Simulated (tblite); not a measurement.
# C5H12O3Si2: the cost of one run

Programs: tblite 0.8.0 and PySCF 2.14.0, with density-fitted response routines of our own. Each step states its level of theory. These are calculated values for one molecule in the gas phase, unless marked as measured. Atoms count from 0, in the outputs and in this text.

### Step 1. The molecule as given

22 atoms, charge 0, multiplicity 1; geometry from: force field or distance geometry start.

Bonds of the start (Å): C0–Si1 1.87, Si1–C2 1.89, Si1–C3 1.88, Si1–O4 1.67, O4–Si5 1.63, Si5–O6 1.64, Si5–C7 1.80, C7–C8 1.36, C8–O9 1.31, O9–Si5 1.66, C0–H10 1.09, C0–H11 1.11, C0–H12 1.09, C2–H13 1.10, C2–H14 1.08, C2–H15 1.10, C3–H16 1.09, C3–H17 1.11, C3–H18 1.09, O6–H19 0.97, C7–H20 1.07, C8–H21 1.09.

### Step 2. Geometry optimisation with GFN2-xTB

The job: settings as JSON, then the geometry in Å.

```
{"job": {"kind": "relax", "xc": "GFN2-xTB", "basis": "xTB"}, "charge": 0, "multiplicity": 1}
C     -1.443900     0.013200    -1.506500
Si    -1.109800    -0.471000     0.266000
C     -1.755100    -2.222000     0.543900
C     -2.054300     0.694100     1.400500
O      0.526800    -0.430800     0.607500
Si     1.782600     0.613800     0.617100
O      1.651600     1.818300     1.725400
C      3.436000     0.015700     0.243000
C      3.348800     0.662800    -0.947400
O      2.160100     1.218900    -0.877000
H     -0.927900    -0.649300    -2.198700
H     -2.527300    -0.048500    -1.718100
H     -1.128300     1.043400    -1.684800
H     -2.832600    -2.261600     0.326600
H     -1.257500    -2.916900    -0.118100
H     -1.606200    -2.534800     1.587200
H     -3.126300     0.631900     1.211200
H     -1.886700     0.417500     2.457400
H     -1.732600     1.724500     1.264600
H      2.194900     2.597800     1.540600
H      4.183300    -0.602700     0.704000
H      4.094100     0.705400    -1.747000
```

Launch:

```console
$ OMP_NUM_THREADS=1 python probes_run.py task.json out
```

This one command runs all jobs of the session in turn.

**Question.** How long does this first job take on 1 thread of Arm Neoverse N1, shared host, and how much memory does it need?

About 1.6 s, with a peak of 0.18 GiB.
